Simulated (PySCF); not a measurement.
**CrNF₃: relaxation and vibrations of the singlet**

The task is one start of a wider search on CrNF₃: the singlet, built as see-saw (ligand arrangement 1). It is relaxed, tested by its Hessian and followed downhill if it is a saddle.

Program: PySCF 2.14.0. Level of theory: PBE0, basis Cr def2-SVP, N def2-SVP, F def2-SVP, no relativity, density fitting. These are calculated values, not measurements.

## (1) Where the work starts

5 atoms, charge 0, spin multiplicity 1.

Bond lengths: Cr1–N2 1.710 Å, Cr1–F3 1.860 Å, Cr1–F4 1.860 Å, Cr1–F5 1.860 Å. Angles: N2–Cr1–F3 86.9°, N2–Cr1–F4 86.9°, N2–Cr1–F5 104.0°, F3–Cr1–F4 170.0°, F3–Cr1–F5 86.9°, F4–Cr1–F5 86.9°.

Coordinates in bohr (charge 0 multiplicity 1):
```
Cr    0.0000    0.0000    0.0000
N    -2.5464    0.0000    1.9895
F     0.0000    3.5015    0.3063
F     0.0000   -3.5015    0.3063
F     2.7698    0.0000    2.1639
```

## (2) Finding the electronic state

The steps below are one call of a driver around PySCF. For each, scf.py gives the equivalent set-up of the SCF; relaxations use the driver's own optimiser. After this first run the driver tries any further starts and a stability analysis.

scf.py

```python
from pyscf import gto, scf, dft
mol = gto.M(atom='''
Cr     0.000000     0.000000     0.000000
N     -1.347500     0.000000     1.052800
F      0.000000     1.852900     0.162100
F     -0.000000    -1.852900     0.162100
F      1.465700     0.000000     1.145100''',
    basis={'Cr': 'def2-SVP', 'N': 'def2-SVP', 'F': 'def2-SVP'},
    charge=0, spin=0)
mf = dft.RKS(mol, xc='PBE0')
mf.grids.atom_grid = (50, 194)
aux = {'Cr': 'def2-universal-JKFIT', 'N': 'def2-universal-JKFIT', 'F': 'def2-universal-JKFIT'}
mf = mf.density_fit(auxbasis=aux)
mf.conv_tol = 1e-08
mf.diis_space = 10
mf.max_cycle = 60
mf.init_guess = 'minao'
mf.verbose = 4
mf.kernel()
```

Started as:

```
OMP_NUM_THREADS=2 python axn.py task.json out
```

After this run come: Relaxation: see-saw (ligand arrangement 1) start, singlet; Vibrations and properties at this point.

**Question.** What will these runs give? Wanted: minimum; geometry; wavenumbers; dipole moment; highest occupied, lowest empty level; polar-tensor charge of Cr1; zero-point energy; atomisation energy.

The runs gave:

| quantity | value |
| --- | --- |
| minimum | singlet, C3v |
| geometry | Cr–F 1.689 Å (×3), Cr–N 1.478 Å; F–Cr–F 112.6° (×3), F–Cr–N 106.1° (×3) |
| wavenumbers (cm⁻¹) | 218 (e), 290 (a1), 402 (e), 747 (a1), 836 (e), 1303 (a1) |
| dipole moment | 0.09 D |
| highest occupied, lowest empty level | -10.76, -4.73 eV |
| polar-tensor charge of Cr1 | +1.87 e |
| zero-point energy | 31.4 kJ/mol |
| entropy at 298.15 K | 302.1 J/(mol K) |
| atomisation energy (no zero-point energy) | 1565 kJ/mol |

The see-saw (ligand arrangement 1) start (Cs) ends in a minimum of C3v symmetry. In the infrared the band at 836 cm⁻¹ (e, stretch) leads. Other starts or spin states, not run here, may lie lower.
